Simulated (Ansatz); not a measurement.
# AsBH4O (SMILES BO[AsH2]): single points off equilibrium

A test off equilibrium: a structure displaced at random from a GFN2-xTB minimum is computed at several levels, and each is set against CCSD(T).

The runs use Ansatz 0.2.0, Gaussian basis; single points in def2-TZVPP.

Correlated methods freeze the cores. Filled d shells of the heavier atoms are correlated.

### 1 The system as given

SMILES `BO[AsH2]`, 7 atoms, charge 0, spin multiplicity 1.

Atoms are counted from 1 here; the program's logs count them from 0.

Bond lengths: B1–O2 1.339 Å, B1–H4 1.270 Å, B1–H5 1.123 Å, O2–As3 1.795 Å, As3–H6 1.480 Å, As3–H7 1.573 Å. Angles: O2–B1–H4 103.6°, O2–B1–H5 127.2°, H4–B1–H5 128.4°, B1–O2–As3 125.1°, O2–As3–H6 99.9°, O2–As3–H7 95.0°, H6–As3–H7 90.1°.

Geometry (Å):

```
atom     x (Å)     y (Å)     z (Å)
  B1  -1.24440   0.11530  -0.44380
  O2  -0.14830  -0.62940  -0.25320
 As3   1.04260  -0.39210   1.06930
  H4  -1.88610  -0.52160  -1.33510
  H5  -1.44400   1.14550  -0.04350
  H6   1.50700   0.97670   0.75230
  H7   2.25620  -0.99140   0.26870
```

### 2 CCSD(T)/def2-TZVPP

The input, run/in.yaml:

```yaml
crystal:
  periodic: [false, false, false]
  atoms:
    - {symbol: B, position_ang: [-1.244400, 0.115300, -0.443800]}
    - {symbol: O, position_ang: [-0.148300, -0.629400, -0.253200]}
    - {symbol: As, position_ang: [1.042600, -0.392100, 1.069300]}
    - {symbol: H, position_ang: [-1.886100, -0.521600, -1.335100]}
    - {symbol: H, position_ang: [-1.444000, 1.145500, -0.043500]}
    - {symbol: H, position_ang: [1.507000, 0.976700, 0.752300]}
    - {symbol: H, position_ang: [2.256200, -0.991400, 0.268700]}
basis:
  gaussian: {orbitals: def2-TZVPP}
correlation: {method: ccsd_t}
output: {forces: true}
```

The command line of these runs was not kept.

### 3 PBE0-D4/def2-TZVPP

run/in.yaml, as its differences from that of step 2:

```diff
@@ -12,3 +12,3 @@
   gaussian: {orbitals: def2-TZVPP}
-correlation: {method: ccsd_t}
-output: {forces: true}
+hamiltonian: {xc: pbe0, dispersion: d4}
+output: {forces: true, orbitals: {seedname: orbitals}}
```

### 4 wB97M-V/def2-TZVPP

run/in.yaml, as its differences from that of step 3:

```diff
@@ -12,3 +12,3 @@
   gaussian: {orbitals: def2-TZVPP}
-hamiltonian: {xc: pbe0, dispersion: d4}
-output: {forces: true, orbitals: {seedname: orbitals}}
+hamiltonian: {xc: {name: wB97M-V}}
+output: {forces: true}
```

### 5 r2SCAN-D4/def2-TZVPP

run/in.yaml, as its differences from that of step 4:

```diff
@@ -12,3 +12,3 @@
   gaussian: {orbitals: def2-TZVPP}
-hamiltonian: {xc: {name: wB97M-V}}
+hamiltonian: {xc: r2scan, dispersion: d4}
 output: {forces: true}
```

### 6 PBE-D4/def2-TZVPP

run/in.yaml, as its differences from that of step 5:

```diff
@@ -12,3 +12,3 @@
   gaussian: {orbitals: def2-TZVPP}
-hamiltonian: {xc: r2scan, dispersion: d4}
+hamiltonian: {xc: pbe, dispersion: d4}
 output: {forces: true}
```

### 7 r2SCAN0-D4/def2-TZVPP

run/in.yaml, as its differences from that of step 6:

```diff
@@ -12,3 +12,3 @@
   gaussian: {orbitals: def2-TZVPP}
-hamiltonian: {xc: pbe, dispersion: d4}
+hamiltonian: {xc: {name: r2SCAN0}, dispersion: d4}
 output: {forces: true}
```

### 8 CAM-B3LYP-D4/def2-TZVPP

run/in.yaml, as its differences from that of step 7:

```diff
@@ -12,3 +12,3 @@
   gaussian: {orbitals: def2-TZVPP}
-hamiltonian: {xc: {name: r2SCAN0}, dispersion: d4}
+hamiltonian: {xc: {name: CAM-B3LYP}, dispersion: d4}
 output: {forces: true}
```

(Steps that only read results are left out.)

What does the calculation give? Wanted: energy less free atoms, CCSD(T)/def2-TZVPP; RMS force component; RMS force error; HOMO and LUMO, PBE0-D4; T1 diagnostic.

The runs gave:

| quantity | value |
| --- | --- |
| energy less free atoms, CCSD(T)/def2-TZVPP | -22.141 eV |
| RMS force component | 1.166 to 1.207 eV/Å over the methods |
| RMS force error | PBE0-D4 0.162, wB97M-V 0.100, r2SCAN-D4 0.134, PBE-D4 0.278, r2SCAN0-D4 0.187, CAM-B3LYP-D4 0.172 eV/Å |
| HOMO and LUMO, PBE0-D4 | -7.74 and -0.69 eV |
| T1 diagnostic | 0.014 |

What this shows: Against CCSD(T) the functionals' energies less atoms differ by -1.000 to -0.253 eV, PBE-D4 by -1.000 eV. CCSD(T) in triple zeta still lacks some correlation energy of the bonds, so part of these gaps is its own basis error and they don't rank the functionals. On forces the order runs from wB97M-V to PBE-D4. Frozen-core CCSD(T) forces in triple zeta carry basis errors of their own, and this is one geometry, so small gaps rank nothing.
